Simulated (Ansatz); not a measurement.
# AsH7SSi2: the cost of one run

All numbers below are computed with Ansatz 0.2.0 (RKS B3LYP-D4/def2-SVP).

### 1 The system as given

Bond lengths: Si1–Si2 2.170 Å, Si2–S3 2.121 Å, Si2–As4 2.362 Å, Si1–H5 1.509 Å, Si1–H6 1.517 Å, Si1–H7 1.489 Å, Si2–H8 1.426 Å, S3–H9 1.416 Å, As4–H10 1.521 Å, As4–H11 1.609 Å. Angles (14 of 16 angles, heavy atoms first): Si1–Si2–S3 108.8°, Si1–Si2–As4 109.0°, S3–Si2–As4 108.4°, Si1–Si2–H8 110.9°, S3–Si2–H8 109.0°, As4–Si2–H8 110.6°, Si2–Si1–H5 111.2°, Si2–Si1–H6 111.3°, Si2–Si1–H7 111.7°, Si2–S3–H9 94.4°, Si2–As4–H10 90.9°, Si2–As4–H11 88.4°, H5–Si1–H6 106.8°, H5–Si1–H7 108.4°.

Coordinates:

```xyz
11

Si   -1.0298    1.2083   -0.3030
Si   -0.0703   -0.5247    0.5840
S     1.1139    0.1140    2.2234
As    1.3493   -1.5232   -1.0184
H    -1.9031    0.8108   -1.4676
H    -1.9267    1.9138    0.6971
H    -0.0332    2.2063   -0.7805
H    -1.0404   -1.4617    1.0485
H     1.5817   -1.1861    2.5317
H     1.8893   -0.1600   -1.4235
H     0.1346   -1.4545   -2.0711
```

### 2 End point A

Contents of input.yaml:

```yaml
crystal:
  periodic: [false, false, false]
  atoms:
    - { symbol: Si, position_ang: [-1.0298, 1.2083, -0.303] }
    - { symbol: Si, position_ang: [-0.0703, -0.5247, 0.584] }
    - { symbol: S, position_ang: [1.1139, 0.114, 2.2234] }
    - { symbol: As, position_ang: [1.3493, -1.5232, -1.0184] }
    - { symbol: H, position_ang: [-1.9031, 0.8108, -1.4676] }
    - { symbol: H, position_ang: [-1.9267, 1.9138, 0.6971] }
    - { symbol: H, position_ang: [-0.0332, 2.2063, -0.7805] }
    - { symbol: H, position_ang: [-1.0404, -1.4617, 1.0485] }
    - { symbol: H, position_ang: [1.5817, -1.1861, 2.5317] }
    - { symbol: H, position_ang: [1.8893, -0.16, -1.4235] }
    - { symbol: H, position_ang: [0.1346, -1.4545, -2.0711] }
basis:
  gaussian: { orbitals: def2-SVP }
hamiltonian:
  xc: b3lyp
  dispersion: d4
relax:
  f_tol: 0.02
  max_steps: 50
output:
  orbitals: {}
```

On the command line:

```console
$ ansatz run input.yaml --threads 2 --pin off --max-ram 3072MiB --backend cpu --events-out ev --progress --plain --runs-dir out
```

**Question.** How long does this run take on 2 threads of AMD EPYC 9R45 (Zen 5), shared host, and how much memory does it need?

About 12 s, with a peak of 0.34 GiB.
